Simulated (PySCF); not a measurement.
# Solver options tried on VO3⁻

Aim: find out which solver settings change the answer for VO3⁻.

Computed with PySCF 2.14.0. Level: each script names its method and basis.

2 further runs of the same task are left out: 2 that didn't finish.

## (1) The system as given

VO3⁻: 4 atoms, charge -1, spin multiplicity 1.

Bond lengths: V1–O2 1.635 Å, V1–O3 1.635 Å, V1–O4 1.635 Å. Angles: O2–V1–O3 120.0°, O2–V1–O4 120.0°, O3–V1–O4 120.0°.

As a file:

```xyz
4

V     0.0000    0.0000    0.0000
O     0.0016    0.0000    1.6352
O     1.4154    0.0000   -0.8190
O    -1.4169    0.0000   -0.8163
```

## (2) The run that the others are compared with

Input file input.py:

```python
from pyscf import gto, dft

mol = gto.M(
    atom='V 0 0 0; O 0.0016 0 1.6352; O 1.4154 0 -0.819; O -1.4169 0 -0.8163',
    basis='lanl2dz',
    ecp={'V': 'lanl2dz'},
    charge=-1,
    spin=0,
    verbose=4,
)
mf = dft.UKS(mol, xc='scan')
mf = mf.newton()
mf.kernel()
mf.dip_moment()
print('orbital energies (hartree):', [e[max(0, n-3):n+3].round(4) for e, n in zip(mf.mo_energy, mol.nelec)])
```

The run is started by

```sh
OMP_NUM_THREADS=1 python input.py
```

The log of this run is left out.

In short: E(SCF) = -297.104764 Eh, 4 macro-iterations.

The dipole of an ion depends on the origin.

## (3) Point-group symmetry on

Edit 1 changes point-group symmetry: off → on.

Input file input.py:

```python
from pyscf import gto, dft

mol = gto.M(
    atom='V 0 0 0; O 0.0016 0 1.6352; O 1.4154 0 -0.819; O -1.4169 0 -0.8163',
    basis='lanl2dz',
    ecp={'V': 'lanl2dz'},
    charge=-1,
    spin=0,
    symmetry=True,
    verbose=4,
)
mf = dft.UKS(mol, xc='scan')
mf = mf.newton()
mf.kernel()
mf.dip_moment()
print('orbital energies (hartree):', [e[max(0, n-3):n+3].round(4) for e, n in zip(mf.mo_energy, mol.nelec)])
```

The run is started by

```sh
OMP_NUM_THREADS=1 python input.py
```

## (4) Convergence threshold 1e-07 hartree

Edit 2 changes convergence threshold: default → 1e-07 hartree.

input.py, as its differences from that of step 2:

```diff
@@ -11,2 +11,3 @@
 mf = dft.UKS(mol, xc='scan')
+mf.conv_tol = 1e-07
 mf = mf.newton()
```

What does the calculation give? Wanted: for each run, E(SCF); from base; gap.

**Answer**, as computed:

```
                                run  E(SCF) (hartree)  from base (eV)   cycles  gap (eV)
                               base       -297.104764               0  4 macro      2.13
            point-group symmetry on       -297.104764          0.0000  4 macro      2.13
convergence threshold 1e-07 hartree       -297.104764          0.0000  4 macro      2.13
```

Distance from each run's final energy (log10 hartree) by cycle:

```
                                run  cycle 1  cycle 2  cycle 3  cycle 5  cycle 8  cycle 12
                               base     -1.1     -5.2    < -11     done     done      done
            point-group symmetry on     -1.1     -5.2    < -11     done     done      done
convergence threshold 1e-07 hartree     -1.1     -5.2    < -11     done     done      done
```

**Reading.** With point-group symmetry on or convergence threshold 1e-07 hartree the SCF ends at the base energy.
